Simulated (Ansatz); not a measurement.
**doublet BH2O2F−: levels of theory compared**

We compute a comparison of 6 runs (UHF/STO-3G, UHF/def2-SVPD, U-revPBE/def2-SVPD, U-wB97M-V/def2-SVPD, UCAM-B3LYP/def2-SVPD, UPBE/def2-SVPD) of doublet BH2O2F−. 

The calculation is run with Ansatz 0.2.0.

57 further runs of the same task are left out: 57 set aside as unsound or not needed.

## Step 1: The structure to begin with

BH2O2F−: 6 atoms, total charge -1, spin state doublet. SMILES of the parent species: `OB(O)F`. The coordinates come from a PBE0-D4/def2-TZVP relaxation. This is one conformer, not always the lowest. That shape belongs to the parent species and isn't relaxed for this state.

Bond lengths: O1–B2 1.360 Å, B2–O3 1.352 Å, B2–F4 1.333 Å, O1–H5 0.960 Å, O3–H6 0.960 Å. Angles: O1–B2–O3 121.6°, O1–B2–F4 120.5°, O3–B2–F4 117.9°, B2–O1–H5 113.1°, B2–O3–H6 112.5°.

## Step 2: The energy at UHF/STO-3G (run 1)

The input, run.yaml:

```yaml
basis:
  gaussian: {orbitals: STO-3G}
crystal:
  periodic: [false, false, false]
  atoms:
    - {symbol: O, position_ang: [-0.477500, 0.971000, -0.208400]}
    - {symbol: B, position_ang: [-0.023800, -0.307500, -0.106500]}
    - {symbol: O, position_ang: [0.989400, -0.635200, 0.726100]}
    - {symbol: F, position_ang: [-0.573100, -1.280600, -0.833200]}
    - {symbol: H, position_ang: [-1.198900, 1.066100, -0.834300]}
    - {symbol: H, position_ang: [1.326000, 0.122200, 1.210000]}
magnetization: {spin_polarized: true, initial_magnetization: 1}
total_charge: -1
output: {orbitals: {seedname: orbitals}}
hamiltonian: {xc: hf}
accuracy: high
```

Launch:

```sh
$ ansatz run run.yaml --threads 1 --pin off --max-ram 3480MiB --events-out events.jsonl --progress --plain --runs-dir runs
```

The log of the run:

```text
Warning: RAYON_NUM_THREADS=1 ignored (pool sized by the plan → 1); use --threads N
Functional definition: HF
  name "HF"
  exchange = exact_x
  correlation = 0
420 factors; integrals over basis functions are off by at most 4.2e-8 eV
mean field evaluation 1: about -7374.1338 eV, gradient 1.4e1 eV
mean field evaluation 2: about -7374.3090 eV, gradient 1.4e1 eV
mean field evaluation 4: about -7375.8209 eV, gradient 9.0e-1 eV
mean field evaluation 8: about -7375.8300 eV, gradient 2.1e-2 eV
mean field -7375.83002386 eV, -271.0567538596 hartree, gradient 1.4e-8 eV, S^2 0.755639; 0 other end points of the search recorded, 0 dependent functions left out
reference -7375.83002386 eV, -271.0567538596 hartree; 17, 16 occupied and 5, 6 virtual orbitals, 420 factors
Total energy: -7375.83002386 eV, -271.0567538596 hartree
```

Run time: 0.28 s. Hardware: 1 thread of Arm Neoverse N1, shared host.

## Step 3: The energy at UHF/def2-SVPD (run 2)

The input, job.yaml:

```yaml
crystal:
  periodic: [false, false, false]
  atoms:
    - {symbol: O, position_ang: [-0.477500, 0.971000, -0.208400]}
    - {symbol: B, position_ang: [-0.023800, -0.307500, -0.106500]}
    - {symbol: O, position_ang: [0.989400, -0.635200, 0.726100]}
    - {symbol: F, position_ang: [-0.573100, -1.280600, -0.833200]}
    - {symbol: H, position_ang: [-1.198900, 1.066100, -0.834300]}
    - {symbol: H, position_ang: [1.326000, 0.122200, 1.210000]}
basis:
  gaussian:
    orbitals: def2-SVPD
total_charge: -1
magnetization:
  spin_polarized: true
  initial_magnetization: 1
hamiltonian:
  xc: hf
accuracy: high
output: {orbitals: {seedname: orbitals}}
```

Launch:

```sh
$ ansatz run job.yaml --threads 1 --pin off --max-ram 3480MiB --events-out events.jsonl --progress --plain --runs-dir runs
```

The log of the run:

```text
Warning: RAYON_NUM_THREADS=1 ignored (pool sized by the plan → 1); use --threads N
[... 4 set-up lines as earlier in the session ...]
2074 factors; integrals over basis functions are off by at most 3.5e-9 eV
mean field evaluation 1: about -7479.3619 eV, gradient 2.1e1 eV
mean field evaluation 2: about -7479.4348 eV, gradient 2.1e1 eV
mean field evaluation 4: about -7481.6349 eV, gradient 2.5e0 eV
mean field evaluation 8: about -7481.6760 eV, gradient 2.7e-1 eV
mean field evaluation 16: about -7481.6777 eV, gradient 1.7e-8 eV
mean field evaluation 32: about -7480.7356 eV, gradient 2.9e0 eV
mean field -7481.67766338 eV, -274.9465828659 hartree, gradient 8.9e-8 eV, S^2 0.750545; 0 other end points of the search recorded, 0 dependent functions left out
reference -7481.67766338 eV, -274.9465828659 hartree; 17, 16 occupied and 88, 89 virtual orbitals, 2074 factors
Total energy: -7481.67766338 eV, -274.9465828659 hartree
```

Wall time 9.3 s (1 thread of Arm Neoverse N1, shared host); peak memory 0.33 GiB.

Runs 3 to 5 aren't shown in full; the table further down has their settings and results.

## Step 4: A single-point energy at UPBE/def2-SVPD (run 6)

The input, in.yaml:

```yaml
crystal:
  periodic: [false, false, false]
  atoms:
    - {symbol: O, position_ang: [-0.477500, 0.971000, -0.208400]}
    - {symbol: B, position_ang: [-0.023800, -0.307500, -0.106500]}
    - {symbol: O, position_ang: [0.989400, -0.635200, 0.726100]}
    - {symbol: F, position_ang: [-0.573100, -1.280600, -0.833200]}
    - {symbol: H, position_ang: [-1.198900, 1.066100, -0.834300]}
    - {symbol: H, position_ang: [1.326000, 0.122200, 1.210000]}
basis:
  gaussian:
    orbitals: def2-SVPD
total_charge: -1
magnetization:
  spin_polarized: true
  initial_magnetization: 1
hamiltonian:
  xc: pbe
accuracy: high
output:
  orbitals: {seedname: orbitals}
```

Launch:

```sh
$ ansatz run in.yaml --threads 1 --pin off --max-ram 3480MiB --events-out events.jsonl --progress --plain --runs-dir runs
```

The log of the run:

```text
Warning: RAYON_NUM_THREADS=1 ignored (pool sized by the plan → 1); use --threads N
Functional definition: PBE
  name "PBE"
  parameter kappa = 0.804
  parameter beta = 0.06672455060314922
  exchange = pbe_x(kappa = kappa, mu = beta*pi^2/3)
  correlation = pbe_c(beta = beta)
2074 factors; integrals over basis functions are off by at most 3.5e-9 eV
mean field evaluation 1: about -7507.7159 eV, gradient 2.9e1 eV
mean field evaluation 2: about -7495.1528 eV, gradient 6.6e1 eV
mean field evaluation 4: about -7510.6913 eV, gradient 1.6e0 eV
mean field evaluation 8: about -7510.6973 eV, gradient 5.7e-2 eV
mean field evaluation 16: about -7510.6974 eV, gradient 3.4e-5 eV
mean field -7510.69735871 eV, -276.0130369990 hartree, gradient 9.2e-8 eV, S^2 0.750206; 1 other end points of the search recorded, 0 dependent functions left out
reference -7510.69736161 eV, -276.0130371058 hartree; 17, 16 occupied and 88, 89 virtual orbitals, 2074 factors
Total energy: -7510.69736161 eV, -276.0130371058 hartree
```

Wall time 21 s (1 thread of Arm Neoverse N1, shared host); peak memory 0.31 GiB.

## Step 5: Overview of the runs

```
run                 level  energy (Eh)  HOMO energy (eV)  LUMO energy (eV)   ⟨S²⟩  wall time
  1            UHF/STO-3G  -271.056754              8.98             23.34  0.756     0.28 s
  2         UHF/def2-SVPD  -274.946583              1.46              5.38  0.751      9.3 s
  3    U-revPBE/def2-SVPD  -276.208153              2.39              2.77  0.750       23 s
  4   U-wB97M-V/def2-SVPD  -276.213574              1.33              4.89  0.750    3.5 min
  5  UCAM-B3LYP/def2-SVPD  -276.217949              1.55              3.88  0.750       28 s
  6        UPBE/def2-SVPD  -276.013037              2.37              2.87  0.750       21 s
```

## Step 6: Summary of results

```
                                 quantity          value
                      run 6: total energy  -276.01304 Eh
run 6: HOMO energy (highest over α and β)        2.37 eV
 run 6: LUMO energy (lowest over α and β)        2.87 eV
                              run 6: ⟨S²⟩          0.750
```

In words: Totals of different functionals can't be ranked against each other. In runs 1, 2, 3, 4, 5, 6 the HOMO lies above zero, so the outermost electron may be held by the basis alone. In run 1 the basis is minimal, so the values are rough. All runs together took 4.8 min, the longest 3.5 min.
